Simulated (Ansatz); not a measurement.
**ReW4 (W (100), 5 layers): how the settings move a single-point run**

Question: which choices in the input matter for ReW4 (W (100), 5 layers)?

Computed with Ansatz 0.2.0 (reference: DFT, r2SCAN, PAW with Ansatz's default frozen-core files, scalar-relativistic, unless a step's input says otherwise).

1 further run of the same task is left out (it didn't finish).

## 1. The starting structure

The structure is tetragonal, space group P4/mmm (No. 123). Conventional cell: a = 3.169 Å, b = 3.169 Å, c = 22.337 Å, α = 90.00°, β = 90.00°, γ = 90.00°. W (site symmetry 4mm) has 4 W at 2.65 Å and 1 Re at 3.01 Å as nearest neighbours. W (site symmetry 4mm) has 4 W at 2.65 Å and 4 Re at 2.76 Å as nearest neighbours. Re (site symmetry 4/mmm) has 10 W at 2.76 to 3.01 Å and 4 Re at 3.17 Å as nearest neighbours.

As a file:

```cif
data_structure
_symmetry_space_group_name_H-M 'P4/mmm'
_symmetry_Int_Tables_number 123
_cell_length_a 3.1686
_cell_length_b 3.1686
_cell_length_c 22.3372
_cell_angle_alpha 90.000
_cell_angle_beta 90.000
_cell_angle_gamma 90.000
_cell_volume 224.27
loop_
_atom_site_label
_atom_site_type_symbol
_atom_site_symmetry_multiplicity
_atom_site_Wyckoff_symbol
_atom_site_fract_x
_atom_site_fract_y
_atom_site_fract_z
_atom_site_occupancy
W1 W 2 g 0.00000 0.00000 0.36506 1
W2 W 2 h 0.50000 0.50000 0.42805 1
Re1 Re 1 b 0.00000 0.00000 0.50000 1
```

## 2. The reference run

The input, input.yaml:

```yaml
crystal:
  lattice:
    - [3.1686210655, 0.0, 0.0]
    - [0.0, 3.1686210655, 0.0]
    - [0.0, 0.0, 22.3372]
  atoms:
    - { symbol: W, position: [0.0, 0.0, 0.3650615703] }
    - { symbol: W, position: [0.5, 0.5, 0.4280451031] }
    - { symbol: Re, position: [0.0, 0.0, 0.4999999963] }
    - { symbol: W, position: [0.5, 0.5, 0.5719548985] }
    - { symbol: W, position: [0.0, 0.0, 0.6349384318] }
kpoints:
  mp_grid: { grid: [10, 10, 1] }
scf:
  occupations: { method: fermi_dirac, width: 0.08 }
hamiltonian:
  xc: r2scan
  pseudopotentials: { kind: paw }
output:
  forces: true
  stress: true
  eigenvalues: true
efield:
  axis: 3
  amplitude: 0
  dipole_correction: true
```

On the command line:

```console
$ ansatz run input.yaml --threads 2 --pin off --max-ram 4096MiB --backend cpu --events-out ev --progress --plain --runs-dir out
```

## 3. Changed: hubbard.sites [{species: W, l: d, u_eff: 4.0}], hubbard.double_counting fll

input.yaml, as its differences from that of step 2:

```diff
@@ -18,2 +18,3 @@
   pseudopotentials: { kind: paw }
+  hubbard: { sites: [{ species: W, l: d, u_eff: 4.0 }], double_counting: fll }
 output:
```

What does the calculation give? Wanted: for each run, ending; energy change; gap; force.

As calculated:

| run | ending | energy change | gap (eV) | force (eV/Å) | cycles | time |
| --- | --- | --- | --- | --- | --- | --- |
| reference | converged | 0 | 0.00 | 0.21 | 9 | 18 s |
| 1: hubbard.sites [{species: W, l: d, u_eff: 4.0}], hubbard.double_counting fll | converged | +3.82 eV/atom (U changed: no physical gain or loss) | 0.00 | 0.16 | 12 | 26 s |

Residual by cycle in the longest SCF loop of each run; runs are numbered as in the table. The quantity is the density residual dr2, in eV.

| cycle | reference | run 1 |
| --- | --- | --- |
| 1 | 0.281 | 25.6 |
| 2 | 0.0372 | 2.14 |
| 3 | 0.00268 | 0.965 |
| 4 | 7.0e-4 | 0.405 |
| 5 | 1.1e-4 | 0.082 |
| 6 | 3.0e-5 | 0.0135 |
| 7 | 3.9e-6 | 0.00126 |
| 8 | 2.2e-7 | 1.1e-4 |
| 9 | 1.1e-8 | 8.3e-6 |
| 10 | - | 4.4e-7 |
| 11 | - | 1.1e-7 |
| 12 | - | 3.2e-8 |

What this shows: Changing the Hubbard U moves the energy by +3.82 eV/atom, and the largest force goes from 0.21 to 0.16 eV/Å. The U term adds an energy of its own, so the shift says nothing about which run is better. Cost: 12 SCF cycles against 9, 26 s against 18 s. A changed U is a change of model: its shifts are not errors of convergence.
